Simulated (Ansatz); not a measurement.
# GeHBr: geometry and frequencies at several levels

The task here is to estimate one member of a computed series from the others.

Computed with Ansatz 0.2.0 (the levels named in each step, unless a step's input says otherwise).

## The structure to begin with

Bond lengths: Ge1–Br2 2.321 Å, Ge1–H3 1.659 Å. Angles: Br2–Ge1–H3 92.5°.

As a file:

```xyz
3

Ge   -1.0436    0.6070   -0.0008
Br    0.9730   -0.5417    0.0006
H    -1.9272   -0.7974    0.0100
```

Set-up of the first run:

input.yaml reads:

```yaml
crystal:
  periodic: [false, false, false]
  atoms:
    - { symbol: Ge, position_ang: [-1.0436, 0.60696, -0.00075] }
    - { symbol: Br, position_ang: [0.97304, -0.54173, 0.00055] }
    - { symbol: H, position_ang: [-1.92725, -0.79739, 0.01002] }
basis:
  gaussian: { orbitals: def2-SVP }
hamiltonian:
  xc: pbe
  dispersion: d4
relax:
  f_tol: 0.03
  max_steps: 200
```

The run is started by

```sh
> ansatz run input.yaml --threads 2 --pin off --max-ram 5120MiB --backend cpu --events-out ev --progress --plain --runs-dir out
```

Among the steps run: A rough first relaxation, PBE-D4/def2-SVP; Relaxation, PBE0-D4/def2-TZVPP; Frequencies, PBE0-D4/def2-TZVPP; Relaxation, PBE-D4/def2-TZVPP; Frequencies, PBE-D4/def2-TZVPP; Relaxation, r2SCAN-D4/def2-TZVPP; Frequencies, r2SCAN-D4/def2-TZVPP; Relaxation, B3LYP-D4/def2-TZVPP; Frequencies, B3LYP-D4/def2-TZVPP; Relaxation, B2PLYP/def2-TZVPP; Frequencies, B2PLYP/def2-TZVPP.

One table of the session follows, with a row left open; its other results are not shown here.

It belongs to the step «Geometries side by side». 

```
               level  Ge1–Br2 (Å)  dipole (D)  highest frequency (cm⁻¹)
  PBE0-D4/def2-TZVPP       2.3390        1.72                      1905
   PBE-D4/def2-TZVPP            ?           ?                         ?
r2SCAN-D4/def2-TZVPP       2.3399        1.58                      1892
 B3LYP-D4/def2-TZVPP       2.3666        1.89                      1873
   B2PLYP/def2-TZVPP       2.3494        1.81                      1923
```

Estimate the missing values for PBE-D4/def2-TZVPP.

The run gave: Ge1–Br2 (Å): 2.3617; dipole (D): 1.63; highest frequency (cm⁻¹): 1819. In the column «Ge1–Br2 (Å)» it lies between B2PLYP/def2-TZVPP (2.3494) and B3LYP-D4/def2-TZVPP (2.3666).
